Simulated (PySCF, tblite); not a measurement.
# C5H6BNS2: geometry, infrared bands and NMR shifts

What infrared bands and NMR shifts should C5H6BNS2 (`C1=CN(B2SC=CS2)C1`) show?

Programs: tblite 0.8.0 and PySCF 2.14.0, with density-fitted response routines of our own. Each step states its level of theory. These are calculated values for one molecule in the gas phase, unless marked as measured. Atoms are numbered from 0 throughout.

## (1) The starting structure

15 atoms, charge 0, multiplicity 1; geometry from: force field or distance geometry start.

Bonds of the start (Å): C0–C1 1.38, C1–N2 1.46, N2–B3 1.52, B3–S4 1.86, S4–C5 1.81, C5–C6 1.33, C6–S7 1.80, N2–C8 1.40, C8–C0 1.43, S7–B3 1.86, C0–H9 1.07, C1–H10 1.08, C5–H11 1.08, C6–H12 1.08, C8–H13 1.12, C8–H14 1.11.

## (2) Relaxing the molecule with GFN2-xTB

Job settings and geometry (Å):

```
{"job": {"kind": "relax", "xc": "GFN2-xTB", "basis": "xTB"}, "charge": 0, "multiplicity": 1}
C      2.486900    -0.013700    -0.890800
C      1.555400    -1.004400    -0.653700
N      0.801800    -0.183300     0.291800
B     -0.457500    -0.322100     1.134600
S     -1.340400     1.187700     1.779100
C     -2.541600     0.871000     0.468300
C     -2.687000    -0.380000     0.025700
S     -1.678600    -1.676400     0.765700
C      1.746900     0.808000     0.016500
H      3.359900     0.096900    -1.496300
H      1.446800    -2.024400    -1.007100
H     -3.017500     1.693800    -0.045400
H     -3.293900    -0.585200    -0.840500
H      1.286300     1.688200    -0.493600
H      2.328000     1.082300     0.923900
```

The run is started by

```bash
$ OMP_NUM_THREADS=1 python probes_run.py task.json out
```

This one command runs all jobs of the session in turn.

**Question.** This job is followed by: GFN2-xTB harmonic vibrations, gas phase; GIAO PBE0/pcSseg-1 NMR shielding, non-relativistic, gas phase. Predict these results of the whole session: strongest single infrared mode (GFN2-xTB); zero-point energy (GFN2-xTB); ¹³C shifts against TMS (PBE0/pcSseg-1, means over atoms taken as alike); ¹H shifts against TMS (PBE0/pcSseg-1, means over atoms taken as alike); ¹⁵N shifts against NH3 (PBE0/pcSseg-1); ¹¹B shifts against BF3·OEt2 (PBE0/pcSseg-1); ³³S shifts against CS2 (PBE0/pcSseg-1, means over atoms taken as alike).

The runs gave:

| quantity | value |
| --- | --- |
| strongest single infrared mode (GFN2-xTB) | 1489 cm⁻¹, 651 km/mol |
| zero-point energy (GFN2-xTB) | 64.7 kcal/mol |
| ¹³C shifts against TMS (PBE0/pcSseg-1, means over atoms taken as alike) | 149.8, 129.2, 118.7, 60.3 ppm |
| ¹H shifts against TMS (PBE0/pcSseg-1, means over atoms taken as alike) | 6.78, 6.24, 5.91, 4.50 ppm |
| ¹⁵N shifts against NH3 (PBE0/pcSseg-1) | 150.0 ppm |
| ¹¹B shifts against BF3·OEt2 (PBE0/pcSseg-1) | 36.8 ppm |
| ³³S shifts against CS2 (PBE0/pcSseg-1, means over atoms taken as alike) | 67 ppm |

Relaxing lowered the energy by 1.902 eV in 83 steps; the close pair that moved most is N2–B3, from 1.522 to 1.387 Å. No mode is imaginary among the 39: a minimum at this level. The strongest single mode, at 1489 cm⁻¹, moves mainly N2. GFN2-xTB is a fitted tight-binding method: band positions and strengths are rough. Its intensities can rank the bands wrongly. At PBE0/pcSseg-1: The widest tensor belongs to C0: span 182 ppm, with a paramagnetic part of -196 ppm.
